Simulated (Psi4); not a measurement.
# One shape, several levels: AlNH3OF (SMILES [NH2][Al]([OH])[F])

Wanted: a comparison of 4 runs (HF/3-21G, B3LYP/6-31G*, CCSD/cc-pVDZ) of AlNH3OF. 

The results are computed with Psi4 1.11.

## 1. The structure to begin with

AlNH3OF: 7 atoms, total charge 0, spin state singlet. SMILES: `[NH2][Al]([OH])[F]`. The Al2–F4 distance was set to 2.137 Å, away from the relaxed value.

Bond lengths: N1–Al2 1.755 Å, Al2–O3 1.685 Å, N1–H5 1.006 Å, N1–H6 1.006 Å, O3–H7 0.954 Å. Angles: N1–Al2–O3 124.9°, Al2–N1–H5 123.7°, Al2–N1–H6 125.7°, Al2–O3–H7 124.9°, H5–N1–H6 110.6°.

## 2. Energy and gradient at HF/3-21G (run 1)

Contents of alfh3no.xyz:

```xyz
7
AlFH3NO
N     -0.230108     1.284432    -0.529210
Al     0.206392    -0.272368     0.153390
O      1.708092    -0.646568     0.820590
F     -1.265600    -1.822100     0.146500
H     -1.133508     1.487832    -0.923510
H      0.369292     2.089932    -0.585110
H      2.444892    -0.043368     0.881090
```

Contents of alfh3no.py:

```python
import psi4

psi4.set_memory('2200 MB')
psi4.set_num_threads(1)
psi4.core.set_output_file('output.dat', False)

with open('alfh3no.xyz') as f:
    atoms = ''.join(f.readlines()[2:])
molecule = psi4.geometry('0 1\n' + atoms + 'symmetry c1\nno_reorient\nno_com')

psi4.set_options(dict(basis='3-21G', puream=True, e_convergence=1e-09, d_convergence=1e-08, scf_type='pk'))

result, w = psi4.gradient("scf", return_wfn=True)
print('gradient / Eh bohr^-1')
print(result.np.round(6))
print(f'energy = {w.energy():.10f} Eh')
```

Run with:

```sh
$ python alfh3no.py
```

output.dat:

```text
[...]
  Running in c1 symmetry.
[...]
  Nuclear repulsion =  148.353462166895383
[...]
  Multiplicity = 1
[...]
  Nalpha       = 20
  Nbeta        = 20
[...]
    Number of basis functions: 46
[...]
   @RHF iter   1:  -469.74060435585289   -1.40934e+00   1.49799e-02 DIIS/ADIIS
[...]
   @RHF iter  12:  -469.93204821135743   -2.27374e-13   2.36607e-09 DIIS
[...]
    Orbital Energies [Eh]
    ---------------------
    Doubly Occupied:
       1A    -58.127506     2A    -26.002407     3A    -20.434601
       4A    -15.464626     5A     -4.923743     6A     -3.230706
       7A     -3.229001     8A     -3.227482     9A     -1.376004
      10A     -1.308830    11A     -1.122631    12A     -0.684479
      13A     -0.655541    14A     -0.601558    15A     -0.504299
      16A     -0.504085    17A     -0.479068    18A     -0.478325
      19A     -0.473176    20A     -0.417507
[...]
  @RHF Final Energy:  -469.93204821135743
   => Energetics <=
    Nuclear Repulsion Energy =            148.3534621668953832
    One-Electron Energy =                -950.0798762482977509
    Two-Electron Energy =                 331.7943658700449419
    Total Energy =                       -469.9320482113574258
[...]
 Multipole Moments:
 ------------------------------------------------------------------------------------
     Multipole            Electronic (a.u.)      Nuclear  (a.u.)        Total (a.u.)
 ------------------------------------------------------------------------------------
 L = 1.  Multiply by 2.5417464519 to convert [e a0] to [Debye]
 Dipole X            :         -8.5443379            9.5003184            0.9559805
 Dipole Y            :         25.8258086          -23.7856199            2.0401886
 Dipole Z            :        -10.8249294           10.4790794           -0.3458500
 Magnitude           :                                                    2.2794475
[...]
  -Total Gradient:
     Atom            X                  Y                   Z
    ------   -----------------  -----------------  -----------------
       1        0.004255198378     0.000687642436     0.001317905336
       2        0.078009628728     0.082083794694     0.000359240540
       3        0.009656985972    -0.004201473039     0.004908603656
       4       -0.080468388770    -0.084996492432    -0.000280459884
       5       -0.003068632470     0.000904645115    -0.001416183412
       6        0.001680911561     0.002733471421    -0.000322467380
       7       -0.010065703397     0.002788411807    -0.004566638856
[...]
```

The script printed:

```text
gradient / Eh bohr^-1
[[ 0.004255  0.000688  0.001318]
 [ 0.07801   0.082084  0.000359]
 [ 0.009657 -0.004201  0.004909]
 [-0.080468 -0.084996 -0.00028 ]
 [-0.003069  0.000905 -0.001416]
 [ 0.001681  0.002733 -0.000322]
 [-0.010066  0.002788 -0.004567]]
energy = -469.9320482114 Eh
```

Run time: 1.9 s. Hardware: 1 thread of Intel Xeon Platinum 8488C (Sapphire Rapids), shared host; peak memory 0.19 GiB.

## 3. Energy and gradient at B3LYP/6-31G(d) (spherical functions) (run 2)

Contents of run.py:

```python
import psi4

psi4.set_memory('2200 MB')
psi4.set_num_threads(1)
psi4.set_output_file('psi4.out', False)

geom = psi4.geometry("""
0 1
N     -0.230108     1.284432    -0.529210
Al     0.206392    -0.272368     0.153390
O      1.708092    -0.646568     0.820590
F     -1.265600    -1.822100     0.146500
H     -1.133508     1.487832    -0.923510
H      0.369292     2.089932    -0.585110
H      2.444892    -0.043368     0.881090
symmetry c1
no_reorient
no_com
""")

psi4.set_options(dict(puream=True, e_convergence=1e-09, d_convergence=1e-08, scf_type='pk', dft_radial_points=99, dft_spherical_points=590))

energy_value, wavefunction = psi4.gradient('b3lyp/6-31G*', return_wfn=True)
psi4.oeprop(wavefunction, 'WIBERG_LOWDIN_INDICES', 'QUADRUPOLE', 'LOWDIN_CHARGES')
print('gradient / Eh bohr^-1')
print(energy_value.np.round(6))
print(f'energy = {wavefunction.energy():.10f} Eh')
for k, v in sorted(psi4.core.scalar_variables().items()):
    print(f'{k:45s} {v:18.10f}')
```

Run with:

```sh
$ python run.py
```

psi4.out:

```text
[...]
  Running in c1 symmetry.
[...]
  Nuclear repulsion =  148.353462166895383
[...]
  Multiplicity = 1
[...]
  Nalpha       = 20
  Nbeta        = 20
[...]
    Number of basis functions: 66
[...]
   @RKS iter   1:  -473.60617429351606   -4.50838e-01   1.74295e-02 ADIIS/DIIS
[...]
   @RKS iter  11:  -474.13845997982952   -1.70530e-12   4.96528e-09 DIIS
[...]
  @RKS Final Energy:  -474.13845997982952
   => Energetics <=
    Nuclear Repulsion Energy =            148.3534621668953832
    One-Electron Energy =                -952.9913109925832941
    Two-Electron Energy =                 367.5507506914890996
    DFT Exchange-Correlation Energy =     -37.0513618456306943
    Empirical Dispersion Energy =           0.0000000000000000
    VV10 Nonlocal Energy =                  0.0000000000000000
    Total Energy =                       -474.1384599798295199
[...]
  -Total Gradient:
     Atom            X                  Y                   Z
    ------   -----------------  -----------------  -----------------
       1        0.004255555210     0.002723126498     0.000618492617
       2        0.063700278326     0.065026786427     0.000981958239
       3        0.003207957514     0.011627772867    -0.002779683410
       4       -0.065121500703    -0.068682831511    -0.000263249482
       5        0.005009511770    -0.000643179877     0.002021165845
       6       -0.004327245431    -0.003724109295    -0.000303798085
       7       -0.006718512162    -0.006355460970    -0.000263239248
[...]
 Multipole Moments:
 ------------------------------------------------------------------------------------
     Multipole            Electronic (a.u.)      Nuclear  (a.u.)        Total (a.u.)
 ------------------------------------------------------------------------------------
 L = 1.  Multiply by 2.5417464519 to convert [e a0] to [Debye]
 Dipole X            :         -8.5919586            9.5003184            0.9083598
 Dipole Y            :         25.6121097          -23.7856199            1.8264898
 Dipole Z            :        -10.7695551           10.4790794           -0.2904757
 Magnitude           :                                                    2.0604754
 L = 2.  Multiply by 1.3450342976 to convert [e a0^2] to [Debye ang]
 Quadrupole XX       :       -184.4417263          164.5526952          -19.8890312
 Quadrupole XY       :        -30.0293290           28.9215769           -1.1077521
[...]
```

Standard output:

```text
gradient / Eh bohr^-1
[[ 0.004256  0.002723  0.000618]
 [ 0.0637    0.065027  0.000982]
 [ 0.003208  0.011628 -0.00278 ]
 [-0.065122 -0.068683 -0.000263]
 [ 0.00501  -0.000643  0.002021]
 [-0.004327 -0.003724 -0.000304]
 [-0.006719 -0.006355 -0.000263]]
energy = -474.1384599798 Eh
CURRENT ENERGY                                   -474.1384599798
CURRENT REFERENCE ENERGY                         -474.1384599798
DD SOLVATION ENERGY                                 0.0000000000
DFT FUNCTIONAL TOTAL ENERGY                      -474.1384599798
DFT TOTAL ENERGY                                 -474.1384599798
DFT VV10 ENERGY                                     0.0000000000
DFT XC ENERGY                                     -37.0513618456
GRID ELECTRONS ALPHA                               20.0000004728
GRID ELECTRONS BETA                                20.0000004728
GRID ELECTRONS TOTAL                               40.0000009457
NUCLEAR REPULSION ENERGY                          148.3534621669
ONE-ELECTRON ENERGY                              -952.9913109926
PCM POLARIZATION ENERGY                             0.0000000000
PE ENERGY                                           0.0000000000
SCF ITERATION ENERGY                             -474.1384599798
SCF ITERATIONS                                     11.0000000000
SCF TOTAL ENERGY                                 -474.1384599798
TWO-ELECTRON ENERGY                               367.5507506915
XC GRID RADIAL POINTS                              99.0000000000
XC GRID SPHERICAL POINTS                          590.0000000000
XC GRID TOTAL POINTS                           392172.0000000000
```

It took 13 s on 1 thread of Intel Xeon Platinum 8488C (Sapphire Rapids), shared host; peak memory 0.84 GiB.

## 4. Energy and gradient at B3LYP/6-31G(d) (Cartesian functions) (run 3)

Contents of calc.in:

```
memory 2200 mb

molecule molecule1 {
  0 1
  N     -0.230108     1.284432    -0.529210
  Al     0.206392    -0.272368     0.153390
  O      1.708092    -0.646568     0.820590
  F     -1.265600    -1.822100     0.146500
  H     -1.133508     1.487832    -0.923510
  H      0.369292     2.089932    -0.585110
  H      2.444892    -0.043368     0.881090
  symmetry c1
}

set globals {
  basis 6-31G*
  puream false
  e_convergence 1e-09
  d_convergence 1e-08
  scf_type pk
  dft_radial_points 99
  dft_spherical_points 590
}

e, wfn = gradient("b3lyp", return_wfn=True)
```

Run with:

```sh
$ psi4 -i calc.in -o calc.out -n 1
```

calc.out:

```text
[...]
  Running in c1 symmetry.
[...]
  Nuclear repulsion =  148.353462166895383
[...]
  Multiplicity = 1
[...]
  Nalpha       = 20
  Nbeta        = 20
[...]
    Number of basis functions: 70
[...]
   @RKS iter   1:  -473.61372383788876   -4.55759e-01   1.65558e-02 ADIIS/DIIS
[...]
   @RKS iter  11:  -474.14394826910666   -1.47793e-12   4.37195e-09 DIIS
[...]
  @RKS Final Energy:  -474.14394826910666
   => Energetics <=
    Nuclear Repulsion Energy =            148.3534621668953832
    One-Electron Energy =                -952.9521129634186991
    Two-Electron Energy =                 367.4811950517005812
    DFT Exchange-Correlation Energy =     -37.0264925242839311
    Empirical Dispersion Energy =           0.0000000000000000
    VV10 Nonlocal Energy =                  0.0000000000000000
    Total Energy =                       -474.1439482691066587
[...]
 Multipole Moments:
 ------------------------------------------------------------------------------------
     Multipole            Electronic (a.u.)      Nuclear  (a.u.)        Total (a.u.)
 ------------------------------------------------------------------------------------
 L = 1.  Multiply by 2.5417464519 to convert [e a0] to [Debye]
 Dipole X            :         -1.5915496            2.4995690            0.9080193
 Dipole Y            :         -3.8164426            5.6454070            1.8289644
 Dipole Z            :          0.7151993           -1.0066382           -0.2914389
 Magnitude           :                                                    2.0626552
[...]
  -Total Gradient:
     Atom            X                  Y                   Z
    ------   -----------------  -----------------  -----------------
       1        0.003999289587     0.003336468396     0.000319215587
       2        0.063558783928     0.064897412198     0.000974661839
       3        0.003741992200     0.011539216368    -0.002557880083
       4       -0.065286149829    -0.068870015749    -0.000259296774
       5        0.005011340613    -0.000699250997     0.002040757575
       6       -0.004300115871    -0.003778859911    -0.000275577280
       7       -0.006718977275    -0.006452600251    -0.000230281447
[...]
```

Wall time 13 s (1 thread of Intel Xeon Platinum 8488C (Sapphire Rapids), shared host); peak memory 0.88 GiB.

## 5. The energy at CCSD/cc-pVDZ (run 4)

Contents of alfh3no.dat:

```
memory 2.2 GB

molecule molecule1 {
  0 1
  N     -0.43484110     2.42722471    -1.00006196
  Al     0.39002435    -0.51470093     0.28986509
  O      3.22782608    -1.22183644     1.55069036
  F     -2.39163738    -3.44326997     0.27684488
  H     -2.14201968     2.81159500    -1.74518097
  H      0.69786074     3.94939910    -1.10569765
  H      4.62017628    -0.08195364     1.66501879
  units bohr
  symmetry c1
}

set basis cc-pVDZ
set puream true
set e_convergence 1e-09
set d_convergence 1e-08
set scf_type pk
set num_frozen_docc 8

result, w = energy("ccsd", return_wfn=True)
```

Run with:

```sh
$ psi4 -i alfh3no.dat -o alfh3no.out -n 1
```

alfh3no.out:

```text
[...]
  Running in c1 symmetry.
[...]
  Nuclear repulsion =  148.353462200496153
[...]
  Multiplicity = 1
[...]
  Nalpha       = 20
  Nbeta        = 20
[...]
    Number of basis functions: 75
[...]
   @RHF iter   1:  -472.29497268368948   -1.39755e+00   9.90741e-03 ADIIS/DIIS
[...]
   @RHF iter  12:  -472.52703483137299   -2.67164e-12   3.88498e-09 DIIS
[...]
    Orbital Energies [Eh]
    ---------------------
    Doubly Occupied:
       1A    -58.556908     2A    -26.178601     3A    -20.564358
       4A    -15.561155     5A     -4.961827     6A     -3.278716
       7A     -3.277993     8A     -3.275346     9A     -1.416705
      10A     -1.329846    11A     -1.137365    12A     -0.708043
      13A     -0.667479    14A     -0.615585    15A     -0.534152
      16A     -0.526002    17A     -0.518157    18A     -0.513913
      19A     -0.513322    20A     -0.430526
[...]
  @RHF Final Energy:  -472.52703483137299
   => Energetics <=
    Nuclear Repulsion Energy =            148.3534622004961534
    One-Electron Energy =                -952.6289992525765911
    Two-Electron Energy =                 331.7485022207073939
    Total Energy =                       -472.5270348313729869
[...]
 Multipole Moments:
 ------------------------------------------------------------------------------------
     Multipole            Electronic (a.u.)      Nuclear  (a.u.)        Total (a.u.)
 ------------------------------------------------------------------------------------
 L = 1.  Multiply by 2.5417464519 to convert [e a0] to [Debye]
 Dipole X            :         -1.4633260            2.4995690            1.0362430
 Dipole Y            :         -3.6444868            5.6454070            2.0009202
 Dipole Z            :          0.7032645           -1.0066382           -0.3033737
 Magnitude           :                                                    2.2736571
[...]
      * MP2 total energy                      = -473.144510358246578
[...]
      * CCSD total energy                     = -473.161192379191334
[...]
```

Run time: 17 s. Hardware: 1 thread of Intel Xeon Platinum 8488C (Sapphire Rapids), shared host; peak memory 0.43 GiB.

## 6. All runs side by side

```csv
run,level,integration grid,Cartesian functions,energy (Eh),dipole moment (D),HOMO energy (eV),LUMO energy (eV),wall time
1,HF/3-21G,–,no,-469.932048,5.79,-11.36,2.60,1.9 s
2,B3LYP/6-31G* (spherical functions),99 radial × 590 angular,no,-474.138460,5.24,-7.51,-1.33,13 s
3,B3LYP/6-31G* (Cartesian functions),99 radial × 590 angular,yes,-474.143948,5.24,-7.52,-1.35,13 s
4,CCSD/cc-pVDZ,–,no,-473.161192,–,-11.72,2.10,17 s
```

## 7. Results

| quantity | value |
| --- | --- |
| run 4: total energy | -473.16119 Eh |
| run 4: HOMO energy (Hartree–Fock orbitals) | -11.72 eV |
| run 4: LUMO energy (Hartree–Fock orbitals) | 2.10 eV |
| run 4: HOMO–LUMO gap (Hartree–Fock orbitals) | 13.82 eV |
| run 4: correlation energy (8 core orbitals frozen) | -634.2 mEh |
| run 4: T1 diagnostic | 0.016 |

What this shows: Over runs 1, 2, 3 the dipole moment (its size) runs from 5.24 D (B3LYP/6-31G*) to 5.79 D (HF/3-21G). The two ends differ in method and basis. Over runs 1, 2, 3 the HOMO–LUMO gap runs from 6.17 eV (B3LYP/6-31G*) to 13.96 eV (HF/3-21G). All runs together took 45 s, the longest 17 s.
